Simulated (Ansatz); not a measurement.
**WSi (singlet): from Hartree-Fock to the top rungs, def2-SVP**

An exercise on one series of results from a longer session: the logs are not shown, and one member is left open.

Program: Ansatz 0.2.0, Gaussian basis. Level of theory: def2-SVP, core rule «outside noble gas», up to 9 orbitals frozen. These are calculated values, not measurements.

The runs, in order: UHF; CCSD(T) on RHF; CCSD(T) on UHF; CISD; CCSDT(Q) on RHF; CCSDT(Q) on UHF; CASSCF and MRCISD+Q, 10 electrons in 10 orbitals; CASSCF and NEVPT2, 10 electrons in 10 orbitals.

20 further runs of the same task are left out: 6 for a known fault of the program, 2 that didn't finish, 12 set aside as unsound or not needed.

## The system

The geometry is a PBE0/def2-TZVP stationary point (not a proven minimum) of the parent state, kept for this charge and spin. No spin-orbit coupling is included. Elements past krypton take def2 core potentials.

2 atoms, charge 0, spin multiplicity 1.

Atoms are counted from 1 here; the program's logs count them from 0.

Bond lengths: W1–Si2 2.218 Å.

Set-up of the first run:

The input, in.yaml:

```yaml
crystal:
  periodic: [false, false, false]
  atoms:
    - {symbol: W, position_ang: [0.000000, 0.000000, 0.000000]}
    - {symbol: Si, position_ang: [0.000000, 0.000000, 2.218234]}
basis:
  gaussian: {orbitals: def2-SVP}
magnetization: {spin_polarized: true, initial_magnetization: 0}
hamiltonian: {xc: hf}
output: {orbitals: {seedname: orbitals}}
```

Started as:

```sh
> ansatz run in.yaml --threads 1 --pin off --events-out ev --progress --plain --max-ram 2393MiB
```

Steps of the session up to this table: UHF; CCSD(T) on RHF; CCSD(T) on UHF; CISD; CCSDT(Q) on RHF; CCSDT(Q) on UHF; CASSCF and MRCISD+Q, 10 electrons in 10 orbitals; CASSCF and NEVPT2, 10 electrons in 10 orbitals.

One table of the session follows, with a row left open; its other results are not shown here.

It belongs to the step «Misses and costs». 

```
          method  from RCCSDT(Q) (meV)
             RHF               +8507.0
            RMP2               +1015.8
            UMP2                +913.8
            CISD               +2116.6
           RCCSD               +1017.6
           UCCSD                +727.5
        RCCSD(T)                +251.5
        UCCSD(T)                 -25.3
          RCCSDT                     ?
          UCCSDT                -183.5
       RCCSDT(Q)                     0
       UCCSDT(Q)                -325.1
  CASSCF valence               +4349.4
  NEVPT2 valence                +942.1
  MRCISD valence                +421.1
MRCISD+Q valence                 +59.4
```

Estimate the missing values for RCCSDT.

**Answer.** from RCCSDT(Q) (meV): +194.2. In the column «from RCCSDT(Q) (meV)» it lies between MRCISD+Q valence (+59.4) and RCCSD(T) (+251.5).

Left out of the table: UHF (another determinant or state than the rows shown).

Caveats from the session: The determinant is far from a pure spin state, so its energy mixes those of several spin states (harmless only where they are near-degenerate, as at dissociation). The program flags UCCSD(T), UCCSDT(Q) as in doubt, so those rows may rest on another solution; read them beside their warnings. Warnings: restricted reference is unstable; spin contamination; coupled cluster took another determinant than the lowest; large T1 diagnostic. Restricted and unrestricted rows rest on different reference determinants; where their highest levels disagree by more than a few hundredths of an eV, they describe different states and don't form one ladder.
